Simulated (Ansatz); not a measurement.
# CH₄AlClFNSi: how energies converge with the basis set

Aim: see how fast density functionals converge with the basis set for CH₄AlClFNSi.

Program: Ansatz 0.2.0, Gaussian basis. Level of theory: one geometry, several basis sets. These are calculated values, not measurements.

Plan: PBE0-D4/def2-SVP; ωB97M-V/def2-SVP; PBE0-D4/def2-QZVPP; ωB97M-V/def2-QZVPP; the functionals' def2-TZVPP values are taken from earlier runs.

### Step 1. Structure used throughout

All runs share one geometry, relaxed beforehand with PBE0-D4 in a triple-zeta def2 set.

SMILES `N=[C](Cl)[Al]([F])[SiH3]`, 10 atoms, charge 0, spin multiplicity 1.

Atoms are counted from 1 here; the program's logs count them from 0.

Bond lengths: N1–C2 1.258 Å, N1–H7 1.022 Å, C2–Cl3 1.759 Å, C2–Al4 1.978 Å, Al4–F5 1.644 Å, Al4–Si6 2.446 Å, Si6–H8 1.490 Å, Si6–H9 1.490 Å, Si6–H10 1.486 Å. Angles: C2–N1–H7 111.1°, N1–C2–Cl3 117.1°, N1–C2–Al4 125.9°, Cl3–C2–Al4 116.9°, C2–Al4–F5 119.3°, C2–Al4–Si6 119.1°, F5–Al4–Si6 121.6°, Al4–Si6–H8 109.9°, Al4–Si6–H9 109.9°, Al4–Si6–H10 111.7°, H8–Si6–H9 107.6°, H8–Si6–H10 108.9°, H9–Si6–H10 108.9°.

### Step 2. PBE0-D4 in def2-SVP

The input, in.yaml:

```yaml
crystal:
  periodic: [false, false, false]
  atoms:
    - {symbol: N, position_ang: [0.040795, -1.353204, -1.962389]}
    - {symbol: C, position_ang: [-0.049366, -0.099473, -1.910963]}
    - {symbol: Cl, position_ang: [-0.162635, 0.759705, -3.442186]}
    - {symbol: Al, position_ang: [-0.075704, 0.996303, -0.264110]}
    - {symbol: F, position_ang: [-0.199899, 2.631127, -0.387384]}
    - {symbol: Si, position_ang: [0.081112, -0.116573, 1.908816]}
    - {symbol: H, position_ang: [0.101878, -1.756744, -1.025555]}
    - {symbol: H, position_ang: [1.351154, -0.891204, 1.990416]}
    - {symbol: H, position_ang: [-1.044571, -1.079624, 2.067195]}
    - {symbol: H, position_ang: [0.040436, 0.858489, 3.029059]}
basis:
  gaussian: {orbitals: def2-SVP}
hamiltonian: {xc: pbe0, dispersion: d4}
output: {orbitals: {seedname: orbitals}}
```

Command:

```sh
> ansatz run in.yaml --threads 4 --pin off --events-out ev --progress --plain --max-ram 10444MiB
```

After this run come: ωB97M-V in def2-SVP; PBE0-D4 in def2-QZVPP; ωB97M-V in def2-QZVPP.

Before running them: what should the planned runs give, taken together? Wanted: PBE0-D4: double and triple zeta above quadruple; ωB97M-V: double and triple zeta above quadruple.

As calculated:

| quantity | value |
| --- | --- |
| PBE0-D4: double and triple zeta above quadruple | 16.95, 1.14 eV |
| ωB97M-V: double and triple zeta above quadruple | 17.01, 1.08 eV |

In words: PBE0-D4 gains 15.82 eV from double to triple zeta, then 1.14 eV more. Total energies overstate the basis error of differences, where much of it tends to cancel.
